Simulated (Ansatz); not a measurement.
# C3H8AlFO: small, medium and large basis sets

An exercise on one series of results from a longer session: the logs are not shown, and one member is left open.

Program: Ansatz 0.2.0, Gaussian basis. Level of theory: one geometry, several basis sets. These are calculated values, not measurements.

Levels to be run: PBE0-D4/def2-SVP; ωB97M-V/def2-SVP; PBE0-D4/def2-QZVPP; ωB97M-V/def2-QZVPP; the functionals' def2-TZVPP values are taken from earlier runs.

## The relaxed structure

The geometry comes from an earlier relaxation with PBE0-D4 in a triple-zeta def2 set; it is a stationary point, not always the lowest conformer.

SMILES `CC(C)[O][AlH][F]`, 14 atoms, charge 0, spin multiplicity 1.

Atoms are counted from 1 here; the program's logs count them from 0.

Bond lengths: C1–C2 1.517 Å, C1–H7 1.093 Å, C1–H8 1.093 Å, C1–H9 1.094 Å, C2–C3 1.515 Å, C2–O4 1.410 Å, C2–H10 1.099 Å, C3–H11 1.093 Å, C3–H12 1.091 Å, C3–H13 1.093 Å, O4–Al5 1.670 Å, Al5–F6 1.650 Å, Al5–H14 1.563 Å. Angles: C2–C1–H7 111.0°, C2–C1–H8 110.8°, C2–C1–H9 110.1°, H7–C1–H8 108.1°, H7–C1–H9 108.6°, H8–C1–H9 108.1°, C1–C2–C3 112.1°, C1–C2–O4 111.0°, C1–C2–H10 108.5°, C3–C2–O4 108.5°, C3–C2–H10 108.5°, O4–C2–H10 108.1°, C2–C3–H11 110.8°, C2–C3–H12 110.5°, C2–C3–H13 110.2°, H11–C3–H12 108.6°, H11–C3–H13 108.5°, H12–C3–H13 108.3° and more.

Coordinates:

```xyz
14

C    -0.33176    0.27475   -1.31695
C    -0.51694   -0.25075    0.09372
C    -0.44417   -1.76250    0.15397
O     0.45841    0.28011    0.96257
Al    1.24060    1.71606    1.30083
F     0.84486    3.10545    0.50289
H    -0.38765    1.36576   -1.33829
H    -1.10371   -0.11866   -1.98261
H     0.64279   -0.03263   -1.70807
H    -1.50478    0.06559    0.45676
H    -1.22551   -2.21331   -0.46246
H    -0.56805   -2.10977    1.18105
H     0.52705   -2.10801   -0.20999
H     2.35585    1.75869    2.39558
```

Set-up of the first run:

in.yaml

```yaml
crystal:
  periodic: [false, false, false]
  atoms:
    - {symbol: C, position_ang: [-0.331760, 0.274749, -1.316952]}
    - {symbol: C, position_ang: [-0.516936, -0.250748, 0.093720]}
    - {symbol: C, position_ang: [-0.444169, -1.762496, 0.153972]}
    - {symbol: O, position_ang: [0.458413, 0.280112, 0.962570]}
    - {symbol: Al, position_ang: [1.240597, 1.716064, 1.300827]}
    - {symbol: F, position_ang: [0.844860, 3.105452, 0.502885]}
    - {symbol: H, position_ang: [-0.387646, 1.365760, -1.338292]}
    - {symbol: H, position_ang: [-1.103708, -0.118658, -1.982606]}
    - {symbol: H, position_ang: [0.642793, -0.032635, -1.708074]}
    - {symbol: H, position_ang: [-1.504782, 0.065588, 0.456759]}
    - {symbol: H, position_ang: [-1.225515, -2.213309, -0.462456]}
    - {symbol: H, position_ang: [-0.568051, -2.109768, 1.181048]}
    - {symbol: H, position_ang: [0.527051, -2.108009, -0.209986]}
    - {symbol: H, position_ang: [2.355853, 1.758695, 2.395584]}
basis:
  gaussian: {orbitals: def2-SVP}
hamiltonian: {xc: pbe0, dispersion: d4}
output: {orbitals: {seedname: orbitals}}
```

Command:

```sh
$ ansatz run in.yaml --threads 2 --pin off --events-out ev --progress --plain --max-ram 32768MiB --backend cpu
```

Steps of the session up to this table: PBE0-D4 in def2-SVP; ωB97M-V in def2-SVP; PBE0-D4 in def2-QZVPP; ωB97M-V in def2-QZVPP.

One of the session's tables, all rows but one given; the rest of the session is left out.

It belongs to the step «Density functionals: the series». 

```
functional       basis  HOMO (eV)
   PBE0-D4    def2-SVP          ?
   PBE0-D4  def2-TZVPP      -8.27
   PBE0-D4  def2-QZVPP      -8.29
   ωB97M-V    def2-SVP     -10.57
   ωB97M-V  def2-TZVPP     -10.67
   ωB97M-V  def2-QZVPP     -10.69
```

Q: Estimate the row for PBE0-D4, def2-SVP from the others.

**Answer.** HOMO (eV): -8.19. In the column «HOMO (eV)» it is the highest.
